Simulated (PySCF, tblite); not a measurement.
**C2H10B2Cl2N2: geometry, infrared bands and NMR shifts**

Wanted: the infrared bands and NMR shifts of C2H10B2Cl2N2 (`CCN[B@@H-]([NH3+])B(Cl)Cl`), by calculation.

Computed with tblite 0.8.0 and PySCF 2.14.0, with density-fitted response routines of our own, on a single molecule in the gas phase. Atoms count from 0, in the outputs and in this text.

### 1 Starting geometry

18 atoms, charge 0, multiplicity 1; geometry from: force field or distance geometry start.

Bonds of the start (Å): C0–C1 1.54, C1–N2 1.42, N2–B3 1.52, B3–N4 1.55, B3–B5 1.67, B5–Cl6 1.84, B5–Cl7 1.85, C0–H8 1.09, C0–H9 1.11, C0–H10 1.13, C1–H11 1.09, C1–H12 1.15, N2–H13 1.05, B3–H14 1.19, N4–H15 1.06, N4–H16 1.05, N4–H17 1.03.

### 2 Optimising the geometry with GFN2-xTB

What the job is given:

```
{"job": {"kind": "relax", "xc": "GFN2-xTB", "basis": "xTB"}, "charge": 0, "multiplicity": 1}
C      2.613800    -0.014100     0.681800
C      1.243200     0.630700     0.390400
N      0.483100    -0.356300    -0.298700
B     -0.919500     0.059900    -0.701000
N     -1.788100    -1.227500    -0.730100
B     -1.684100     1.077900     0.376700
Cl    -1.605100     0.623900     2.161000
Cl    -3.339500     1.698000    -0.182700
H      2.668900    -0.405500     1.702700
H      3.368800     0.788100     0.515200
H      2.800800    -0.848900    -0.051600
H      1.367100     1.584600    -0.131500
H      0.822600     0.824000     1.439100
H      1.005300    -0.607800    -1.176200
H     -0.965100     0.597500    -1.756700
H     -2.597700    -1.107600    -0.050600
H     -2.219000    -1.226400    -1.686500
H     -1.264300    -2.084200    -0.513000
```

Run with:

```console
OMP_NUM_THREADS=1 python probes_run.py task.json out
```

The driver reads the jobs from task.json and runs them one after another.

**Question.** This job is followed by: GFN2-xTB harmonic vibrations, gas phase; GIAO PBE0/pcSseg-1 NMR shielding, non-relativistic, gas phase. What will the session give for the following? strongest single infrared mode (GFN2-xTB); zero-point energy (GFN2-xTB); 13C shifts against TMS (PBE0/pcSseg-1); 1H shifts against TMS (PBE0/pcSseg-1, means over atoms taken as alike); 15N shifts against NH3 (PBE0/pcSseg-1); 11B shifts against BF3·OEt2 (PBE0/pcSseg-1); 35Cl shifts against HCl (PBE0/pcSseg-1, means over atoms taken as alike).

As calculated:

```
                                                                quantity                                   value
                               strongest single infrared mode (GFN2-xTB)                   1136 cm⁻¹, 273 km/mol
                                            zero-point energy (GFN2-xTB)                           86.1 kcal/mol
                                  13C shifts against TMS (PBE0/pcSseg-1)                          49.5, 26.5 ppm
  1H shifts against TMS (PBE0/pcSseg-1, means over atoms taken as alike)  3.69, 3.24, 2.65, 2.58, 1.13, 0.87 ppm
                                  15N shifts against NH3 (PBE0/pcSseg-1)                          73.5, 61.7 ppm
                             11B shifts against BF3·OEt2 (PBE0/pcSseg-1)                          79.7, -0.6 ppm
35Cl shifts against HCl (PBE0/pcSseg-1, means over atoms taken as alike)                                 328 ppm
```

In words: The optimisation took 189 steps and gained 1.544 eV; among the close pairs (by a distance rule), B3–N4 changed most, from 1.553 to 1.884 Å. No mode is imaginary among the 48: a minimum at this level. The strongest single mode, at 1136 cm⁻¹, moves mainly H15, H17 and H16. Unscaled tight-binding wavenumbers are off by several per cent, some by more. Its intensities can rank the bands wrongly. C1 (sp3 CH2 bonded to N) lies farthest downfield among carbon, at 49.5 ppm; deshielded by the electronegative neighbour. At PBE0/pcSseg-1: The widest tensor belongs to Cl6, Cl7: span 637 ppm, with a paramagnetic part of -526 ppm.
